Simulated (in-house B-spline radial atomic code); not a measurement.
**Rb²⁹⁺: excited configurations in jj coupling**

How much energy does it take to promote electrons of Rb²⁹⁺ to other shells? Each configuration is solved by itself and compared with the reference.

The numbers are computed with in-house B-spline radial atomic code version 1 (Dirac-Hartree-Fock, average of configuration, Fermi nucleus, basis-set limit), except any that are marked as measured or tabulated.

**1. The system**

```
element       : rubidium (Z = 37)
charge        : +29
electrons     : 8
configuration : 1s2 2s2 2p-2 2p+2
Hamiltonian   : Dirac-Coulomb
nucleus       : Fermi, rms radius 4.204 fm
```

In configurations, a minus sign after the shell means j = l − 1/2 and a plus sign j = l + 1/2; the count of electrons follows.

Input settings:

```ini
Z = 37
electrons = 8.0
configuration = 1s2 2s2 2p-2 2p+2
hamiltonian = dirac
method = hf
spin_polarised = False
nucleus = fermi
rms_radius = 4.2036
mass_number = 85
atomic_mass = 84.91178973604
speed_of_light = 137.035999084
```

The reference is known from an earlier run: -2232.161378 hartree in all. Up to eight levels, counted from the top:

| orbital | occupation | energy (eV) | <r> (bohr) |
| --- | --- | --- | --- |
| 1s1/2 | 2 | -17064.9 | 0.04017 |
| 2s1/2 | 2 | -3651.28 | 0.1706 |
| 2p1/2 | 2 | -3504.78 | 0.1452 |
| 2p3/2 | 2 | -3442.53 | 0.1488 |

**2. 1s2 2s1 2p+4 5s1**

Input settings:

```ini
Z = 37
electrons = 8.0
configuration = 1s2 2s1 2p+4 5s1
hamiltonian = dirac
method = hf
spin_polarised = False
nucleus = fermi
rms_radius = 4.2036
mass_number = 85
atomic_mass = 84.91178973604
speed_of_light = 137.035999084
```

**3. 1s2 2s2 2p-2 2p+1 5f-1**

Changes to the settings of step 2:

```diff
@@ -2,3 +2,3 @@
 electrons = 8.0
-configuration = 1s2 2s1 2p+4 5s1
+configuration = 1s2 2s2 2p-2 2p+1 5f-1
 hamiltonian = dirac
```

**4. 1s2 2s2 2p+3 3p-1**

Changes to the settings of step 3:

```diff
@@ -2,3 +2,3 @@
 electrons = 8.0
-configuration = 1s2 2s2 2p-2 2p+1 5f-1
+configuration = 1s2 2s2 2p+3 3p-1
 hamiltonian = dirac
```

**5. 1s2 2s1 2p+4 5d+1**

Changes to the settings of step 4:

```diff
@@ -2,3 +2,3 @@
 electrons = 8.0
-configuration = 1s2 2s2 2p+3 3p-1
+configuration = 1s2 2s1 2p+4 5d+1
 hamiltonian = dirac
```

**6. Run with 1s2 2s1 2p-2 2p+2 3p+1**

Changes to the settings of step 5:

```diff
@@ -2,3 +2,3 @@
 electrons = 8.0
-configuration = 1s2 2s1 2p+4 5d+1
+configuration = 1s2 2s1 2p-2 2p+2 3p+1
 hamiltonian = dirac
```

**7. Run with 1s2 2s2 2p-1 2p+3**

Changes to the settings of step 6:

```diff
@@ -2,3 +2,3 @@
 electrons = 8.0
-configuration = 1s2 2s1 2p-2 2p+2 3p+1
+configuration = 1s2 2s2 2p-1 2p+3
 hamiltonian = dirac
```

Before running: How far above the reference does each configuration lie (order and size, in eV)?

**Answer**, as computed:

| net move | configuration | energy above the reference (eV) | with Breit, QED, recoil (eV) | largest <r> (bohr) |
| --- | --- | --- | --- | --- |
| 2p1/2 → 2p3/2 | 1s2 2s2 2p-1 2p+3 | 62.826 | 61.454 | 0.171 |
| 2×2p1/2 → 2p3/2, 3p1/2 | 1s2 2s2 2p+3 3p-1 | 2108.49 | 2104.84 | 0.385 |
| 2s → 3p3/2 | 1s2 2s1 2p-2 2p+2 3p+1 | 2200.20 | 2197.13 | 0.392 |
| 2p3/2 → 5f5/2 | 1s2 2s2 2p-2 2p+1 5f-1 | 2948.90 | 2946.97 | 1.04 |
| 2×2p1/2, 2s → 2×2p3/2, 5s | 1s2 2s1 2p+4 5s1 | 3267.30 | 3261.80 | 1.17 |
| 2×2p1/2, 2s → 2×2p3/2, 5d5/2 | 1s2 2s1 2p+4 5d+1 | 3291.77 | 3286.12 | 1.13 |

What this shows: The energies run from 62.826 eV (2p1/2 → 2p3/2) to 3291.77 eV (2×2p1/2, 2s → 2×2p3/2, 5d5/2). Two partly filled shells share a symmetry and can mix in the average, which may lower the energy, for: 2s → 3p3/2; 2×2p1/2, 2s → 2×2p3/2, 5s. These are averages over configurations, without correlation, not spectroscopic levels.
